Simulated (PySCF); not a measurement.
# CoOH: structure of the triplet

Where does triplet CoOH go from a linear start, is the end point a minimum, and what are its modes, charges and moments?

Computed with PySCF 2.14.0. Level: PBE0, basis Co def2-TZVP, O def2-TZVP, H def2-TZVP, no relativity, density fitting.

## Step 1: Where the work starts

3 atoms, charge 0, spin multiplicity 3.

Bond lengths: Co1–O2 1.600 Å, Co1–H3 1.430 Å. Angles: O2–Co1–H3 180.0°.

Z-matrix (Å, degrees; charge 0 multiplicity 3):
```
Co
O  1 1.6000
H  1 1.4300 2 180.00
```

## Step 2: Finding the electronic state

The steps below are one call of a driver around PySCF. For each, scf.py gives the equivalent set-up of the SCF; relaxations use the driver's own optimiser. After this first run the driver tries any further starts and a stability analysis.

Input file scf.py:

```python
from pyscf import gto, scf, dft
mol = gto.M(atom='''
Co     0.000000     0.000000     0.000000
O      0.000000     0.000000    -1.600000
H      0.000000     0.000000     1.430000''',
    basis={'Co': 'def2-TZVP', 'O': 'def2-TZVP', 'H': 'def2-TZVP'},
    charge=0, spin=2)
mf = dft.UKS(mol, xc='PBE0')
mf.grids.atom_grid = (50, 194)
aux = {'Co': 'def2-universal-JKFIT', 'O': 'def2-universal-JKFIT', 'H': 'def2-universal-JKFIT'}
mf = mf.density_fit(auxbasis=aux)
mf.conv_tol = 1e-08
mf.diis_space = 10
mf.max_cycle = 60
mf.init_guess = 'minao'
mf.verbose = 4
mf.kernel()
```

Run with:

```
$ OMP_NUM_THREADS=2 python axn.py task.json out
```

Further steps of the session: Relaxation: linear start, triplet; Frequencies.

What does the calculation give? Wanted: minimum; geometry; wavenumbers; dipole moment; highest occupied, lowest empty level; polar-tensor charge of Co1; zero-point energy; atomisation energy; ⟨S²⟩.

As calculated:

| quantity | value |
| --- | --- |
| minimum | broken-symmetry (Ms = 1), C∞v |
| geometry | Co–H 1.585 Å, Co–O 1.770 Å; H–Co–O 180.0° |
| wavenumbers (cm⁻¹) | 352, 475, 611, 1832 |
| dipole moment | 0.86 D |
| highest occupied, lowest empty level (either spin) | -8.27, -3.84 eV |
| polar-tensor charge of Co1 | +0.92 e |
| zero-point energy | 19.6 kJ/mol |
| entropy at 298.15 K | 242.2 J/(mol K) |
| atomisation energy (no zero-point energy) | 558 kJ/mol |
| ⟨S²⟩ | 3.017 |

What this shows: The molecule stays C∞v, as typed, and the end point is a minimum. The determinant is spin-contaminated (⟨S²⟩ = 3.02 against 2.00), so it is no pure spin state. The strongest infrared band lies at 1832 cm⁻¹ (stretch). The first SCF alone would have been 90 kJ/mol too high. Other starts or spin states, not run here, may lie lower. The SCF density has lower symmetry than the nuclear frame. Open d and f shells are described by one determinant, and the ground state may have another occupation or spin.
